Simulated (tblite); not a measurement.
# C4H14O2Si3: the cost of one run

Programs: tblite 0.8.0 and PySCF 2.14.0, with density-fitted response routines of our own. Each step states its level of theory. These are calculated values for one molecule in the gas phase, unless marked as measured. Atoms are numbered from 0 throughout.

### 1 The molecule as given

23 atoms, charge 0, multiplicity 1; geometry from: force field or distance geometry start.

Bonds of the start (Å): O0–C1 1.22, C1–O2 1.36, C1–C3 1.50, C3–C4 1.53, C4–C5 1.56, C5–Si6 1.90, C5–Si7 1.86, C5–Si8 1.88, O2–H9 0.97, C3–H10 1.11, C3–H11 1.09, C4–H12 1.10, C4–H13 1.11, Si6–H14 1.49, Si6–H15 1.49, Si6–H16 1.48, Si7–H17 1.48, Si7–H18 1.49, Si7–H19 1.49, Si8–H20 1.49, Si8–H21 1.49, Si8–H22 1.47.

### 2 Optimising the geometry with GFN2-xTB

Job settings and geometry (Å):

```
{"job": {"kind": "relax", "xc": "GFN2-xTB", "basis": "xTB"}, "charge": 0, "multiplicity": 1}
O      3.620700     0.429800    -1.476100
C      3.045500    -0.047000    -0.517600
O      3.676700    -0.134400     0.688500
C      1.640500    -0.569000    -0.477100
C      0.675500     0.518800     0.010100
C     -0.833100     0.133200     0.089100
Si    -1.910900     1.586500     0.680300
Si    -1.670100    -0.354200    -1.499400
Si    -1.282300    -1.219100     1.307800
H      4.552000     0.248600     0.525900
H      1.617800    -1.456400     0.183400
H      1.393200    -0.929700    -1.475100
H      1.018100     0.877100     0.995200
H      0.800700     1.382800    -0.672700
H     -1.441500     2.050200     2.016300
H     -3.356200     1.241900     0.793000
H     -1.751400     2.734200    -0.240500
H     -1.495500     0.699200    -2.521900
H     -3.128600    -0.627000    -1.342600
H     -1.028900    -1.579800    -2.041000
H     -0.779800    -0.868200     2.661800
H     -2.749000    -1.464400     1.398200
H     -0.618200    -2.476000     0.924500
```

Run with:

```
$ OMP_NUM_THREADS=1 python probes_run.py task.json out
```

This one command runs all jobs of the session in turn.

Q: Estimate the wall time and peak memory of this first job on 1 thread of Arm Neoverse N1, shared host.

About 1.2 s, with a peak of 0.18 GiB.
